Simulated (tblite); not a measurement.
# C6H9NSi: the cost of one run

Computed with tblite 0.8.0 and PySCF 2.14.0, with density-fitted response routines of our own, on a single molecule in the gas phase. Atoms count from 0, in the outputs and in this text.

### Step 1. Starting geometry

17 atoms, charge 0, multiplicity 1; geometry from: force field or distance geometry start.

Bonds of the start (Å): C0–C1 1.20, C1–C2 1.48, C2–Si3 1.83, Si3–C4 1.88, C4–N5 1.45, N5–C6 1.45, C6–C7 1.31, N5–C2 1.45, C0–H8 1.07, C2–H9 1.11, Si3–H10 1.44, Si3–H11 1.48, C4–H12 1.11, C4–H13 1.10, C6–H14 1.08, C7–H15 1.08, C7–H16 1.08.

### Step 2. Relaxing the molecule with GFN2-xTB

The job: settings as JSON, then the geometry in Å.

```
{"job": {"kind": "relax", "xc": "GFN2-xTB", "basis": "xTB"}, "charge": 0, "multiplicity": 1}
C     -1.040900     2.874100    -0.029000
C     -1.025100     1.733900     0.345500
C     -0.963300     0.332300     0.826400
Si    -1.902900    -0.810800    -0.258700
C     -0.228400    -1.562200     0.153600
N      0.316400    -0.269200     0.503000
C      1.631800     0.338500     0.568600
C      2.683000    -0.431900     0.456200
H     -1.061400     3.887200    -0.381700
H     -1.212000     0.290100     1.902600
H     -2.114900    -0.476300    -1.647000
H     -2.997100    -1.543100     0.425600
H      0.254400    -1.997800    -0.741600
H     -0.269400    -2.294500     0.969800
H      1.721000     1.408800     0.720600
H      3.661300     0.029400     0.515800
H      2.540600    -1.496300     0.309700
```

The run is started by

```
> OMP_NUM_THREADS=1 python probes_run.py task.json out
```

This one command runs all jobs of the session in turn.

**Question.** How long does this first job take on 1 thread of Arm Neoverse N1, shared host?

About 1.4 s.
